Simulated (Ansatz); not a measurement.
**BH₄NSe: up Jacob's ladder to CCSD(T)**

Aim: compute BH₄NSe with functionals from several rungs and with coupled cluster, and see how far each lands from CCSD(T) at the basis-set limit for the atomisation energy.

Computed with Ansatz 0.2.0, Gaussian basis. Level: functionals in def2-TZVPP, the program's frozen cores in correlated methods.

Levels to be run: LDA (SPW92), PBE-D4, revPBE-D4, BLYP-D4, r2SCAN-D4, B97M-V, PBE0-D4, B3LYP-D4, r2SCANh-D4, r2SCAN0-D4, HSE06-D4, BHLYP-D4, CAM-B3LYP-D4, LC-ωPBE, ωB97X-V, ωB97M-V, B2PLYP, PBE-QIDH; CCSD(T)/def2-SVP; CCSD(T)/def2-TZVPP; MP2/def2-QZVPP; extrapolation to the limit; RPA on PBE.

**1. Structure used throughout**

The geometry comes from an earlier relaxation with PBE0-D4 in a triple-zeta def2 set; it is a stationary point, not always the lowest conformer.

SMILES `NB[SeH]`, 7 atoms, charge 0, spin multiplicity 1.

Atoms are counted from 1 here; the program's logs count them from 0.

Bond lengths: N1–B2 1.389 Å, N1–H4 1.005 Å, N1–H5 1.006 Å, B2–Se3 1.956 Å, B2–H6 1.192 Å, Se3–H7 1.464 Å. Angles: B2–N1–H4 121.8°, B2–N1–H5 124.5°, H4–N1–H5 113.7°, N1–B2–Se3 120.3°, N1–B2–H6 120.2°, Se3–B2–H6 119.5°, B2–Se3–H7 94.6°.

Coordinates:

```xyz
7
charge 0, multiplicity 1
N    -1.01641    0.47782   -0.44495
B     0.03220   -0.04431    0.30196
Se    1.65038   -0.68939   -0.58772
H    -1.85818    0.81566   -0.01222
H    -1.01780    0.55729   -1.44758
H    -0.04762   -0.10249    1.49015
H     2.31863   -1.08259    0.65466
```

**2. LDA**

This LDA is Slater exchange with PW92 correlation.

in.yaml reads:

```yaml
crystal:
  periodic: [false, false, false]
  atoms:
    - {symbol: N, position_ang: [-1.016414, 0.477820, -0.444955]}
    - {symbol: B, position_ang: [0.032197, -0.044314, 0.301962]}
    - {symbol: Se, position_ang: [1.650384, -0.689387, -0.587722]}
    - {symbol: H, position_ang: [-1.858182, 0.815665, -0.012222]}
    - {symbol: H, position_ang: [-1.017795, 0.557295, -1.447579]}
    - {symbol: H, position_ang: [-0.047620, -0.102488, 1.490151]}
    - {symbol: H, position_ang: [2.318629, -1.082590, 0.654663]}
basis:
  gaussian: {orbitals: def2-TZVPP}
hamiltonian: {xc: lda}
output: {orbitals: {seedname: orbitals}}
```

Command:

```
$ ansatz run in.yaml --threads 2 --pin off --events-out ev --progress --plain --max-ram 4352MiB
```

After this run come: PBE-D4 (GGA); revPBE-D4 (GGA); BLYP-D4 (GGA); r2SCAN-D4 (meta-GGA); B97M-V (meta-GGA); PBE0-D4 (hybrid); B3LYP-D4 (hybrid); r2SCANh-D4 (hybrid); r2SCAN0-D4 (hybrid); HSE06-D4 (hybrid); BHLYP-D4 (hybrid); CAM-B3LYP-D4 (range-separated); LC-ωPBE (range-separated); ωB97X-V (range-separated); ωB97M-V (range-separated); B2PLYP (double hybrid); PBE-QIDH (double hybrid); CCSD(T) in def2-SVP; CCSD(T) in def2-TZVPP; MP2 in def2-QZVPP; RPA on PBE orbitals.

**Question.** What will the summary of the whole plan be? Wanted: atomisation energy, CCSD(T)/CBS; farthest beyond LDA; mean size of error, GGA; mean size of error, meta-GGA; mean size of error, hybrid; mean size of error, range-separated; mean size of error, double hybrid; gap, smallest and largest; T1 diagnostic.

**Answer**, as computed:

```
                               quantity                                                                                                                                      value
        atomisation energy, CCSD(T)/CBS                                                                                                                              2372.7 kJ/mol
 functionals within 23.7 kJ/mol (1.0 %)  revPBE-D4, BLYP-D4, r2SCAN-D4, B97M-V, PBE0-D4, B3LYP-D4, r2SCANh-D4, HSE06-D4, CAM-B3LYP-D4, LC-ωPBE, ωB97X-V, ωB97M-V, B2PLYP, PBE-QIDH
                    farthest beyond LDA                                                                                                                    BHLYP-D4 (-54.3 kJ/mol)
                mean size of error, GGA                                                                                                                                25.6 kJ/mol
           mean size of error, meta-GGA                                                                                                                                 8.0 kJ/mol
             mean size of error, hybrid                                                                                                                                19.8 kJ/mol
    mean size of error, range-separated                                                                                                                                13.9 kJ/mol
      mean size of error, double hybrid                                                                                                                                18.1 kJ/mol
              gap, smallest and largest                                                                                                      4.93 eV (BLYP-D4), 11.85 eV (LC-ωPBE)
                          T1 diagnostic                                                                                                                                     0.0108
triples share of the correlation energy                                                                                                                                      3.7 %
```

In words: LDA overbinds by 350.6 kJ/mol (15 %). PBE-D4 is off by +51.8 kJ/mol. Double hybrids carry the basis error of their MP2 part in triple zeta, and no dispersion term here, so their miss is partly the set-up's. The rungs meta-GGA, range-separated, double hybrid, hybrid miss on average by less than the doubt on the reference (23.7 kJ/mol), so they tie. Misses under about 23.7 kJ/mol are within the doubt on the reference itself, which lacks core-valence correlation, relativity and higher excitations, and its outer-core shells are covered unevenly. All levels share the lack of spin-orbit coupling, which lowers the free heavy atoms and so the true binding. Hartree-Fock recovers 71 % of the binding; the rest is correlation. CCSD(T) in def2-SVP is off by -147.9 kJ/mol, more than most functionals: a good method in a small basis is no reference. Orbital gaps span 4.9 to 11.8 eV; exact exchange widens them. Correlated methods include outer-core shells of Se, which these sets cover unevenly.
